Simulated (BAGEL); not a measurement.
# CH4BFN2 (SMILES FB1NCN1) at 4 levels

Aim: a comparison of 4 runs (HF/STO-3G, HF/3-21G, HF/6-31G*, HF/cc-pVDZ) of CH4BFN2. 

The calculation is run with BAGEL 1.2.2.

1 further run of the same task is left out (set aside as unsound or not needed).

## (1) The molecule

The species is CH4BFN2 (9 atoms), meant as a singlet with charge 0. SMILES: `FB1NCN1`. The N5–H9 distance was set to 1.506 Å, away from the relaxed value. At this shape a bond of the SMILES string is far longer than usual.

Bond lengths: F1–B2 1.323 Å, B2–N3 1.428 Å, N3–C4 1.464 Å, B2–N5 1.428 Å, C4–N5 1.464 Å, N3–H6 1.004 Å, C4–H7 1.095 Å, C4–H8 1.095 Å. Some angles: F1–B2–N3 132.9°, F1–B2–N5 132.9°, N3–B2–N5 94.2°, B2–N3–C4 87.3°, N3–C4–N5 91.2°, B2–N5–C4 87.3°, B2–N3–H6 134.0°, C4–N3–H6 123.3°, N3–C4–H7 114.1°, N3–C4–H8 113.3°. A long bond or contact: N5–H9 1.506 Å.

## (2) A single-point energy at HF/STO-3G (density fitting with qzvpp-jkfit) (run 1)

Contents of input.json:

```json
{ "bagel": [

{
  "title": "molecule",
  "basis": "sto-3g",
  "df_basis": "qzvpp-jkfit",
  "angstrom": "true",
  "geometry": [
    { "atom": "F", "xyz": [       2.227512,      -0.213053,       1.201388 ] },
    { "atom": "B", "xyz": [       1.210512,      -0.154153,       0.357488 ] },
    { "atom": "N", "xyz": [       1.106612,       0.228747,      -1.014512 ] },
    { "atom": "C", "xyz": [      -0.324388,      -0.065153,      -0.916112 ] },
    { "atom": "N", "xyz": [      -0.180488,      -0.450353,       0.489188 ] },
    { "atom": "H", "xyz": [       1.652712,       0.038247,      -1.835212 ] },
    { "atom": "H", "xyz": [      -0.656688,      -0.887953,      -1.558512 ] },
    { "atom": "H", "xyz": [      -0.958688,       0.813547,      -1.075812 ] },
    { "atom": "H", "xyz": [      -1.219100,      -0.152000,       1.538000 ] }
  ]
},

{
  "title": "hf"
},

{
  "title": "print",
  "file": "orbitals.molden",
  "orbitals": "true"
}

]}
```

Started as:

```sh
BAGEL_NUM_THREADS=1 BAGEL input.json > input.out
```

Output:

```text
* using 1 threads per process

  ===============================================================
  ===============================================================

  *** Geometry ***

  { "atom" : "F", "xyz" : [      4.209388,     -0.402612,      2.270294 ] },
  { "atom" : "B", "xyz" : [      2.287536,     -0.291307,      0.675554 ] },
  { "atom" : "N", "xyz" : [      2.091194,      0.432269,     -1.917150 ] },
  { "atom" : "C", "xyz" : [     -0.613004,     -0.123121,     -1.731201 ] },
  { "atom" : "N", "xyz" : [     -0.341073,     -0.851044,      0.924431 ] },
  { "atom" : "H", "xyz" : [      3.123173,      0.072276,     -3.468048 ] },
  { "atom" : "H", "xyz" : [     -1.240960,     -1.677988,     -2.945161 ] },
  { "atom" : "H", "xyz" : [     -1.811658,      1.537381,     -2.032990 ] },
  { "atom" : "H", "xyz" : [     -2.303765,     -0.287238,      2.906399 ] },

  Number of auxiliary basis functions:      453

  Since a DF basis is specified, we compute 2- and 3-index integrals:
    o Being stored without compression. Storage requirement is 0.003 GB

  Number of basis functions:       29
  Number of electrons      :       38

    * METHOD: MOLECULE                             0.15

  *** RHF ***

  === Nuclear Repulsion ===
   163.9780025305

      * DIIS with orbital gradients will be used.

  === RHF iteration (sto-3g) ===
      0       -269.50979571          0.01834399           0.01
      1       -269.59398229          0.00524206           0.01
      2       -269.60073841          0.00123142           0.01
      3       -269.60132513          0.00035940           0.01
      4       -269.60137472          0.00010827           0.01
      5       -269.60138466          0.00003733           0.01
      6       -269.60138591          0.00001427           0.01
      7       -269.60138608          0.00000564           0.01
      8       -269.60138611          0.00000114           0.01
      9       -269.60138611          0.00000037           0.01
     10       -269.60138611          0.00000011           0.01
     11       -269.60138611          0.00000004           0.01
     12       -269.60138611          0.00000001           0.01
     13       -269.60138611          0.00000001           0.01
    * SCF iteration converged.

    * Permanent dipole moment:
           (    0.392318,    -0.044369,     0.327401) a.u.

    * METHOD: HF                                   0.28

    * METHOD: PRINT                                0.00

  ===============================================================
```

Run time: 0.56 s. Hardware: 1 thread of Arm Neoverse V1, shared host; peak memory 0.081 GiB.

## (3) The energy at HF/3-21G (density fitting with qzvpp-jkfit) (run 2)

Contents of calc.json:

```json
{ "bagel": [

{
  "title": "molecule",
  "basis": "3-21g",
  "df_basis": "qzvpp-jkfit",
  "angstrom": true,
  "geometry": [
    { "atom": "F", "xyz": [    2.227512,   -0.213053,    1.201388 ] },
    { "atom": "B", "xyz": [    1.210512,   -0.154153,    0.357488 ] },
    { "atom": "N", "xyz": [    1.106612,    0.228747,   -1.014512 ] },
    { "atom": "C", "xyz": [   -0.324388,   -0.065153,   -0.916112 ] },
    { "atom": "N", "xyz": [   -0.180488,   -0.450353,    0.489188 ] },
    { "atom": "H", "xyz": [    1.652712,    0.038247,   -1.835212 ] },
    { "atom": "H", "xyz": [   -0.656688,   -0.887953,   -1.558512 ] },
    { "atom": "H", "xyz": [   -0.958688,    0.813547,   -1.075812 ] },
    { "atom": "H", "xyz": [   -1.219100,   -0.152000,    1.538000 ] }
  ]
},
{ "title": "hf" },
{ "title": "print", "file": "orbitals.molden", "orbitals": true }

]}
```

Started as:

```sh
BAGEL_NUM_THREADS=1 BAGEL calc.json > calc.out
```

Output:

```text
* using 1 threads per process

  ===============================================================
  ===============================================================

  *** Geometry ***

  { "atom" : "F", "xyz" : [      4.209388,     -0.402612,      2.270294 ] },
  { "atom" : "B", "xyz" : [      2.287536,     -0.291307,      0.675554 ] },
  { "atom" : "N", "xyz" : [      2.091194,      0.432269,     -1.917150 ] },
  { "atom" : "C", "xyz" : [     -0.613004,     -0.123121,     -1.731201 ] },
  { "atom" : "N", "xyz" : [     -0.341073,     -0.851044,      0.924431 ] },
  { "atom" : "H", "xyz" : [      3.123173,      0.072276,     -3.468048 ] },
  { "atom" : "H", "xyz" : [     -1.240960,     -1.677988,     -2.945161 ] },
  { "atom" : "H", "xyz" : [     -1.811658,      1.537381,     -2.032990 ] },
  { "atom" : "H", "xyz" : [     -2.303765,     -0.287238,      2.906399 ] },

  Number of auxiliary basis functions:      453

  Since a DF basis is specified, we compute 2- and 3-index integrals:
    o Being stored without compression. Storage requirement is 0.010 GB

  Number of basis functions:       53
  Number of electrons      :       38

    * METHOD: MOLECULE                             0.15

  *** RHF ***

  === Nuclear Repulsion ===
   163.9780025305

      * DIIS with orbital gradients will be used.

  === RHF iteration (3-21g) ===
      0       -271.54929301          0.02778762           0.03
      1       -271.67926570          0.01452996           0.03
      2       -271.71694966          0.00182101           0.03
      3       -271.71812207          0.00058195           0.03
      4       -271.71820621          0.00015776           0.03
      5       -271.71821938          0.00002696           0.03
      6       -271.71821986          0.00000947           0.03
      7       -271.71821991          0.00000431           0.03
      8       -271.71821993          0.00000168           0.03
      9       -271.71821993          0.00000081           0.03
     10       -271.71821993          0.00000033           0.03
     11       -271.71821993          0.00000010           0.03
     12       -271.71821993          0.00000003           0.03
     13       -271.71821993          0.00000001           0.03
     14       -271.71821993          0.00000000           0.03
    * SCF iteration converged.

    * Permanent dipole moment:
           (    0.758961,    -0.085104,     0.617394) a.u.

    * METHOD: HF                                   0.55

    * METHOD: PRINT                                0.01

  ===============================================================
```

Wall time 0.85 s (1 thread of Arm Neoverse V1, shared host); peak memory 0.081 GiB.

Run 3 isn't shown in full; the table further down has it.

## (4) The energy at HF/cc-pVDZ (density fitting with qzvpp-jkfit) (run 4)

Contents of calc.json:

```json
{ "bagel" : [

{
  "title" : "molecule",
  "basis" : "cc-pvdz.json",
  "df_basis" : "qzvpp-jkfit",
  "angstrom" : "true",
  "geometry" : [
    { "atom" : "F", "xyz" : [    2.227512,   -0.213053,    1.201388 ] },
    { "atom" : "B", "xyz" : [    1.210512,   -0.154153,    0.357488 ] },
    { "atom" : "N", "xyz" : [    1.106612,    0.228747,   -1.014512 ] },
    { "atom" : "C", "xyz" : [   -0.324388,   -0.065153,   -0.916112 ] },
    { "atom" : "N", "xyz" : [   -0.180488,   -0.450353,    0.489188 ] },
    { "atom" : "H", "xyz" : [    1.652712,    0.038247,   -1.835212 ] },
    { "atom" : "H", "xyz" : [   -0.656688,   -0.887953,   -1.558512 ] },
    { "atom" : "H", "xyz" : [   -0.958688,    0.813547,   -1.075812 ] },
    { "atom" : "H", "xyz" : [   -1.219100,   -0.152000,    1.538000 ] }
  ]
},
{
  "title" : "hf"
},
{
  "title" : "print",
  "file" : "orbitals.molden",
  "orbitals" : "true"
}

]}
```

The basis set cc-pVDZ is read from a file made from the Basis Set Exchange's data (not shown).

Started as:

```sh
BAGEL_NUM_THREADS=1 BAGEL calc.json > calc.out
```

Output:

```text
* using 1 threads per process

  ===============================================================
  ===============================================================

  *** Geometry ***

  { "atom" : "F", "xyz" : [      4.209388,     -0.402612,      2.270294 ] },
  { "atom" : "B", "xyz" : [      2.287536,     -0.291307,      0.675554 ] },
  { "atom" : "N", "xyz" : [      2.091194,      0.432269,     -1.917150 ] },
  { "atom" : "C", "xyz" : [     -0.613004,     -0.123121,     -1.731201 ] },
  { "atom" : "N", "xyz" : [     -0.341073,     -0.851044,      0.924431 ] },
  { "atom" : "H", "xyz" : [      3.123173,      0.072276,     -3.468048 ] },
  { "atom" : "H", "xyz" : [     -1.240960,     -1.677988,     -2.945161 ] },
  { "atom" : "H", "xyz" : [     -1.811658,      1.537381,     -2.032990 ] },
  { "atom" : "H", "xyz" : [     -2.303765,     -0.287238,      2.906399 ] },

  Number of auxiliary basis functions:      453

  Since a DF basis is specified, we compute 2- and 3-index integrals:
    o Being stored without compression. Storage requirement is 0.029 GB

  Number of basis functions:       90
  Number of electrons      :       38

    * METHOD: MOLECULE                             0.22

  *** RHF ***

  === Nuclear Repulsion ===
   163.9780025305

      * DIIS with orbital gradients will be used.

  === RHF iteration (cc-pvdz.json) ===
      0       -272.91771287          0.01814779           0.05
      1       -273.13178518          0.01205660           0.05
      2       -273.22337080          0.00158478           0.05
      3       -273.22563253          0.00055685           0.06
      4       -273.22588666          0.00015888           0.06
      5       -273.22591372          0.00003201           0.05
      6       -273.22591590          0.00001314           0.05
      7       -273.22591618          0.00000641           0.06
      8       -273.22591627          0.00000322           0.06
      9       -273.22591630          0.00000151           0.06
     10       -273.22591631          0.00000073           0.05
     11       -273.22591631          0.00000038           0.06
     12       -273.22591631          0.00000012           0.06
     13       -273.22591631          0.00000005           0.06
     14       -273.22591631          0.00000003           0.06
     15       -273.22591631          0.00000001           0.06
     16       -273.22591631          0.00000001           0.06
    * SCF iteration converged.

    * Permanent dipole moment:
           (    0.701575,    -0.092813,     0.576566) a.u.

    * METHOD: HF                                   1.10

    * METHOD: PRINT                                0.02

  ===============================================================
```

Wall time 1.5 s (1 thread of Arm Neoverse V1, shared host); peak memory 0.12 GiB.

## (5) All runs side by side

```csv
run,level,energy (Eh),dipole moment (D),HOMO energy (eV),LUMO energy (eV),wall time
1,HF/STO-3G (density fitting with qzvpp-jkfit),-269.601386,1.30,-8.22,7.43,0.56 s
2,HF/3-21G (density fitting with qzvpp-jkfit),-271.718220,2.50,-10.51,3.44,0.85 s
3,"HF/6-31G* (density fitting with qzvpp-jkfit, spherical functions)",-273.204412,2.17,-10.59,3.01,1.2 s
4,HF/cc-pVDZ (density fitting with qzvpp-jkfit),-273.225916,2.32,-10.59,2.69,1.5 s
```

## (6) Results

| quantity | value |
| --- | --- |
| run 4: total energy | -273.22592 Eh |
| run 4: dipole moment | 2.32 D |
| run 4: HOMO energy | -10.59 eV |
| run 4: LUMO energy | 2.69 eV |
| run 4: HOMO–LUMO gap | 13.28 eV |

What this shows: The dipole moment (its size) runs from 1.30 D (HF/STO-3G) to 2.50 D (HF/3-21G). The HOMO–LUMO gap runs from 13.28 eV (HF/cc-pVDZ) to 15.65 eV (HF/STO-3G). In run 1 the basis is minimal, so the values are rough. All runs together took 4.1 s, the longest 1.5 s.
